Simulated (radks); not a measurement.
# Be in 1s1 2s2 3d1: an all-electron calculation

Aim: the levels, the sizes of the orbitals and the parts of the energy of neutral beryllium.

Method: non-relativistic Kohn-Sham, OLYP, spin-polarised, spherical densities, point nucleus; open shells are filled with parallel spins first. Code: radks (a radial shooting solver on a logarithmic mesh, Libxc functionals) version 1.

### 1 The atom as given

- element: beryllium (Z = 4)
- charge: 0
- electrons: 4
- configuration: 1s1 2s2 3d1

Outer shells as boxes (Hund's rule):

Be
```
1s [↑ ]
2s [↑↓]
3d [↑ ][  ][  ][  ][  ]
```

### 2 The calculation

Input:

```text
Z 4
configuration 1s1 2s2 3d1 2p0 3s0
relativity non-relativistic
functional optx,lyp
spin polarised
nucleus point
```

Command:

```sh
python run_ks.py task.json out
```

This one command runs every case of the session in turn.

What does the calculation give?

The runs gave:

| quantity | value |
| --- | --- |
| total energy | -10.17281 hartree |
| exchange-correlation share of it | 18.45 % |
| −T/E | 0.9975 |
| highest occupied level | 3d up, -0.665 eV |
| most extended occupied level | 3d up, <r> = 9.67 bohr |
| radius at density 0.001 e/bohr³ | 3.57 bohr |
| maxima of the radial density | 3 |

The radial density shows 3 maxima for 3 occupied principal shells. −T/E = 0.9975, near the virial value of 1. This is not the tabulated ground configuration, so its levels and sizes aren't those of the ground state, and no measured value stands beside it.
